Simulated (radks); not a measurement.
# Er inside a hard spherical wall

An exercise on one series of results from a longer session: the logs are not shown, and one member is left open.

The numbers are computed with radks (a radial shooting solver on a logarithmic mesh, Libxc functionals) version 1 (scalar-relativistic Kohn-Sham, PBE, spin-polarised, spherical densities, finite nucleus; open shells are filled with parallel spins first), except any that are marked as measured or tabulated.

## The atom as given

- element: erbium (Z = 68)
- charge: 0
- electrons: 68
- configuration: [Xe] 4f12 6s2
- nuclear rms radius: 5.2516 fm

Outer shells as boxes (Hund's rule):

Er
```
[Xe] core
4f [↑↓][↑↓][↑↓][↑↓][↑↓][↑ ][↑ ]
6s [↑↓]
```

Set-up of the first run:

Settings of this run:

```text
Z 68
configuration [Xe] 4f12 6s2 5d0 6p0 7s0
relativity scalar-relativistic
functional pbe,pbe
spin polarised
nucleus finite rms 5.2516 fm
c 137.035999084
```

Steps of the session up to this table: The free atom; Wall at 20 bohr; Wall at 15 bohr; Wall at 10 bohr; Wall at 6 bohr; Wall at 4 bohr; Wall at 3.5 bohr.

One of the session's tables, all rows but one given; the rest of the session is left out.

```
R (bohr)  E − E(free) (eV)  ε(6p, empty) (eV)  ε(5d, empty) (eV)  ε(7s, empty) (eV)  pressure (GPa)
    free             0.000             -1.141             -0.970                  -               0
      20             0.000             -1.140             -0.970              0.017        < 0.0001
      15                 ?                  ?                  ?                  ?               ?
      10             0.061             -0.790             -0.801              2.456          0.0511
       6             2.729              3.337              1.357             16.379            6.23
       4            21.727             19.709              8.070             59.069             139
     3.5            40.848             32.287             12.845             88.329             385
```

**Question.** Estimate the row for R (bohr) = 15.

Worked estimate for «E − E(free) (eV)». A straight line through the neighbours (20, 0.000) and (10, 0.061) gives 0.000 + (0.061 − 0.000) × (15 − 20) / (10 − 20) = 0.030; a parabola fitted to 3 rows on both sides gives -1.150.

As computed: E − E(free) (eV): 0.000; ε(6p, empty) (eV): -1.125; ε(5d, empty) (eV): -0.965; ε(7s, empty) (eV): 0.341; pressure (GPa): 0.000154. In «E − E(free) (eV)» the line misses by +0.030 and the parabola by -1.150. Between these rows the values bend or scatter more than so simple an estimate can follow.

At the tightest wall, 3.5 bohr, the energy stands 40.848 eV above the free atom and the pressure, −dE/dV, is 385 GPa. From R = 4 bohr inwards the highest occupied level lies above zero, pushed up by confinement. Shells are not refilled when levels cross, and a hard wall is a model, not a crystal.
